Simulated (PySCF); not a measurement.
# A diatomic session: RbF−

One table from this session's results is given with a row withheld; the runs are named, their logs left out.

Program: PySCF 2.14.0. Level of theory: Rb def2-SVPD with ECP28, F def2-SVPD, scalar-relativistic core potentials. These are calculated values, not measurements.

2 further runs of the same task are left out: 2 set aside as unsound or not needed.

Set-up of the first run:

Settings of the job:

```yaml
atoms: Rb, F
charge: -1
basis: Rb def2-SVPD with ECP28, F def2-SVPD
Hamiltonian: scalar-relativistic core potentials
basis_functions: 50
electrons_treated: 19
masses_in_u: 84.9118, 18.9984
levels: PBE0, PBE, r²SCAN, BLYP, B3LYP, M06-2X, HSE06, HF, MP2, SCS-MP2, CCSD, CCSD(T)
grid: 80 radial by 434 angular points
occupations: held fixed by the projection of orbital angular momentum
dissociation_limit: Rb + F−, each in its ground configuration
starting_distance_in_angstrom: 2.775
values_of_2S_to_try: 1, 3
```

The run is started by

```
OMP_NUM_THREADS=1 python dia.py task.json out
```

Among the steps run: The job; The PBE0 curve of the state that the search chose; PBE (GGA); r²SCAN (meta-GGA); BLYP (GGA); B3LYP (global hybrid GGA); M06-2X (hybrid meta-GGA); HSE06; UHF (mean field); Correlated methods on the Hartree–Fock reference.

One of the session's tables, all rows but one given; the rest of the session is left out.

It belongs to the step «Constants by level of theory». 

```
      level  Re (Å)  ωe (cm⁻¹)  De (eV)
        UHF   2.464      297.7     1.97
    UHF-MP2   2.482      289.6     1.83
UHF-SCS-MP2   2.484      289.4     1.85
   UHF-CCSD       ?          ?        ?
UHF-CCSD(T)   2.477      292.6     1.84
        PBE   2.473      279.6     1.78
       BLYP   2.499      268.6     1.62
     r²SCAN   2.459      291.2     1.88
      B3LYP   2.474      282.5     1.70
       PBE0   2.449      294.2     1.86
      HSE06   2.447      296.0     1.86
     M06-2X   2.440        306     1.82
```

**Question.** Estimate the row for UHF-CCSD.

**Answer.** Re (Å): 2.473; ωe (cm⁻¹): 295.0; De (eV): 1.85.

Caveats from the session: At some levels the lowest empty orbital lies below the highest filled one (the two can be of opposite spin).
